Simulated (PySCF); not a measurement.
# C7H10O: the cost of one run

Computed with PySCF 2.14.0, with density-fitted response routines of our own, on a single molecule, in the gas phase or a continuum. Atoms count from 0, in the outputs and in this text.

**1. The starting structure**

18 atoms, charge 0, multiplicity 1; geometry from: GFN2-xTB. The atoms were then displaced at random by about 0.01 Å, so the start is not that level's minimum.

Bonds of the start (Å): O0–C1 1.23, C1–C2 1.47, C2–C3 1.55, C3–C4 1.48, C1–C5 1.49, C5–C6 1.50, C6–C7 1.48, C4–C2 1.52, C7–C5 1.49, C2–H8 1.07, C3–H9 1.10, C3–H10 1.04, C4–H11 1.09, C4–H12 1.08, C5–H13 1.07, C6–H14 1.09, C6–H15 1.08, C7–H16 1.09, C7–H17 1.09.

**2. Relaxing the molecule at PBE0-D3(BJ)/def2-SVP**

The job: settings as JSON, then the geometry in Å.

```
{"job": {"xc": "PBE0", "basis": "def2-SVP", "d3": "d3bj", "grid": 1, "shake": 0.01, "kind": "geom"}, "charge": 0, "multiplicity": 1}
O     -0.404260    -1.315540     0.719500
C     -0.084710    -0.301750     0.106840
C      1.307960     0.175170     0.092520
C      2.452200    -0.843320     0.312350
C      2.087140     0.096870     1.396850
C     -1.042540     0.539440    -0.662490
C     -2.188240    -0.169390    -1.331070
C     -2.430320     0.652400    -0.121930
H      1.538790     1.017520    -0.533860
H      2.092540    -1.871730     0.435890
H      3.330040    -0.721830    -0.224840
H      1.552330    -0.274750     2.266130
H      2.744590     0.918480     1.623840
H     -0.637680     1.403170    -1.148720
H     -2.232370    -1.252440    -1.231240
H     -2.518850     0.219920    -2.284600
H     -2.942410     1.610420    -0.213010
H     -2.651760     0.129310     0.812090
```

Command:

```console
$ OMP_NUM_THREADS=1 python probes_run.py task.json out
```

This one command runs all jobs of the session in turn.

Q: Estimate the wall time and peak memory of this first job on 1 thread of AMD EPYC 9R45, shared host.

About 38 s, with a peak of 0.67 GiB.
